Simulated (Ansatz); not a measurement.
Predict the output of the script below (Ansatz 0.2.0, Python API).

`pa_fgeh4p.py`:
```python
"""Proton affinity of FGeH4P at one site."""

import ansatz as az
import numpy as np


def main() -> None:
    geometry_ang = [
        ("F", (-1.7597, -0.7587, 1.1678)),
        ("Ge", (-0.8093, 0.1345, -0.0079)),
        ("P", (1.3787, 0.1681, 0.6495)),
        ("H", (-0.92, -0.5534, -1.3925)),
        ("H", (-1.3408, 1.5872, -0.1076)),
        ("H", (1.8552, 0.6533, -0.6341)),
        ("H", (1.596, -1.231, 0.3247)),
    ]
    geometry = az.Crystal.molecule()
    for symbol, xyz in geometry_ang:
        geometry = geometry.atom(symbol, xyz)

    calc = geometry.calculation()
    calc = calc.basis(gaussian="def2-SVP")
    calc = calc.functional("r2scan").accuracy("medium")
    symbols = [site.symbol for site in geometry.cartesian_sites]
    start = np.array([site.position_ang for site in geometry.cartesian_sites], dtype=float)
    summary = calc.relax(force_tolerance=0.01).run().report
    end = np.array(summary["positions_ang"])

    # put the proton on the side away from the neighbours, slightly off axis
    away = sum((end[2] - end[j]) / np.linalg.norm(end[2] - end[j]) for j in [1, 5, 6]) + np.array([0.15, 0.1, -0.2])
    proton = end[2] + 1.4 * away / np.linalg.norm(away)
    acid = az.Crystal.molecule()
    for symbol, place in zip(symbols, end):
        acid = acid.atom(symbol, place.tolist())
    acid = acid.atom("H", proton.tolist())
    protonated = acid.calculation()
    protonated = protonated.basis(gaussian="def2-SVP")
    protonated = protonated.functional("r2scan")
    protonated = protonated.accuracy("medium").charge(1)
    protonated = protonated.relax(force_tolerance=0.01, max_steps=80)
    after = protonated.run().report
    xyz = np.array(after["positions_ang"])
    reach = np.linalg.norm(xyz[:-1] - xyz[-1], axis=1)
    print(f"base {summary['free_energy_ev']:.5f} eV, protonated {after['free_energy_ev']:.5f} eV")
    print(f"the proton ends {reach.min():.3f} A from {symbols[reach.argmin()]}{reach.argmin()}")
    print(f"electronic proton affinity {(summary['free_energy_ev'] - after['free_energy_ev']):.3f} eV")


if __name__ == "__main__":
    main()
```

```console
$ python pa_fgeh4p.py
base -68575.67303 eV, protonated -68584.26528 eV
the proton ends 1.413 A from P2
electronic proton affinity 8.592 eV
```

Caveats:
- These settings explore the input space; basis and method may be short of convergence.
- The proton is put on one chosen atom, which needn't be the most basic site, so the molecule's proton affinity can be higher; the ends are stationary points, not checked by frequencies, and zero-point and thermal terms count only where printed.
- Wall time of the script: 110 s on 1 thread of Arm Neoverse V1, with other jobs on the host, peak memory 0.22 GiB.
